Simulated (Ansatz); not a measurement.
# C2H4SSi: a ladder of functionals and wavefunction methods

The task here is to estimate one member of a computed series from the others.

Method: functionals in def2-TZVPP, the program's frozen cores in correlated methods; program: Ansatz 0.2.0, Gaussian basis.

Plan: LDA (SPW92), PBE-D4, revPBE-D4, BLYP-D4, r2SCAN-D4, B97M-V, PBE0-D4, B3LYP-D4, r2SCANh-D4, r2SCAN0-D4, HSE06-D4, BHLYP-D4, CAM-B3LYP-D4, LC-ωPBE, ωB97X-V, ωB97M-V, B2PLYP, PBE-QIDH; CCSD(T)/def2-SVP; CCSD(T)/def2-TZVPP; MP2/def2-QZVPP; extrapolation to the limit; RPA on PBE.

### Structure used throughout

All runs share one geometry, relaxed beforehand with PBE0-D4 in a triple-zeta def2 set.

SMILES `SC1=C[SiH2]1`, 8 atoms, charge 0, spin multiplicity 1.

Atoms are counted from 1 here; the program's logs count them from 0.

Bond lengths: S1–C2 1.718 Å, S1–H5 1.342 Å, C2–C3 1.338 Å, C2–Si4 1.814 Å, C3–Si4 1.798 Å, C3–H6 1.082 Å, Si4–H7 1.483 Å, Si4–H8 1.483 Å. Angles: C2–S1–H5 97.3°, S1–C2–C3 135.7°, S1–C2–Si4 156.7°, C3–C2–Si4 67.6°, C2–C3–Si4 68.9°, C2–C3–H6 136.2°, Si4–C3–H6 154.9°, C2–Si4–C3 43.5°, C2–Si4–H7 120.9°, C2–Si4–H8 120.9°, C3–Si4–H7 122.3°, C3–Si4–H8 122.3°, H7–Si4–H8 111.2°.

As a file:

```xyz
8

S    -0.5939    2.1888    0.1946
C    -0.0704    0.5526    0.1944
C     0.5931   -0.2396    1.0441
Si    0.1526   -1.1260   -0.4565
H    -1.1749    2.1813   -1.0149
H     1.0335   -0.1351    2.0263
H     1.1353   -1.4006   -1.5329
H    -0.9831   -2.0784   -0.5108
```

Set-up of the first run:

in.yaml

```yaml
crystal:
  periodic: [false, false, false]
  atoms:
    - {symbol: S, position_ang: [-0.593928, 2.188850, 0.194592]}
    - {symbol: C, position_ang: [-0.070389, 0.552608, 0.194424]}
    - {symbol: C, position_ang: [0.593060, -0.239631, 1.044100]}
    - {symbol: Si, position_ang: [0.152587, -1.126022, -0.456542]}
    - {symbol: H, position_ang: [-1.174903, 2.181279, -1.014924]}
    - {symbol: H, position_ang: [1.033523, -0.135076, 2.026336]}
    - {symbol: H, position_ang: [1.135259, -1.400644, -1.532947]}
    - {symbol: H, position_ang: [-0.983108, -2.078366, -0.510839]}
basis:
  gaussian: {orbitals: def2-TZVPP}
hamiltonian: {xc: lda}
output: {orbitals: {seedname: orbitals}}
```

Run with:

```bash
$ ansatz run in.yaml --threads 2 --pin off --events-out ev --progress --plain --max-ram 4352MiB
```

Among the steps run: LDA; PBE-D4 (GGA); revPBE-D4 (GGA); BLYP-D4 (GGA); r2SCAN-D4 (meta-GGA); B97M-V (meta-GGA); PBE0-D4 (hybrid); B3LYP-D4 (hybrid); r2SCANh-D4 (hybrid); r2SCAN0-D4 (hybrid); HSE06-D4 (hybrid); BHLYP-D4 (hybrid); CAM-B3LYP-D4 (range-separated); LC-ωPBE (range-separated); ωB97X-V (range-separated); ωB97M-V (range-separated); B2PLYP (double hybrid); PBE-QIDH (double hybrid).

One table of the session follows, with a row left open; its other results are not shown here.

It belongs to the step «Frontier levels by functional». 

| functional | HOMO (eV) | gap (eV) |
| --- | --- | --- |
| LDA (SPW92) | -5.98 | 4.56 |
| PBE-D4 | -5.84 | 4.60 |
| revPBE-D4 | -5.80 | 4.62 |
| BLYP-D4 | -5.65 | 4.53 |
| r2SCAN-D4 | -6.04 | 5.06 |
| B97M-V | -6.10 | 5.02 |
| PBE0-D4 | -6.89 | 6.51 |
| B3LYP-D4 | -6.65 | 6.05 |
| r2SCANh-D4 | -6.44 | 5.77 |
| r2SCAN0-D4 | -7.03 | 6.81 |
| HSE06-D4 | -6.50 | 5.74 |
| BHLYP-D4 | -7.77 | 8.27 |
| CAM-B3LYP-D4 | -8.10 | 8.73 |
| LC-ωPBE | ? | ? |
| ωB97X-V | -9.09 | 10.73 |
| ωB97M-V | -8.95 | 10.34 |

Estimate the missing values for LC-ωPBE.

The run gave: HOMO (eV): -9.45; gap (eV): 11.22. In the column «HOMO (eV)» it is the lowest.
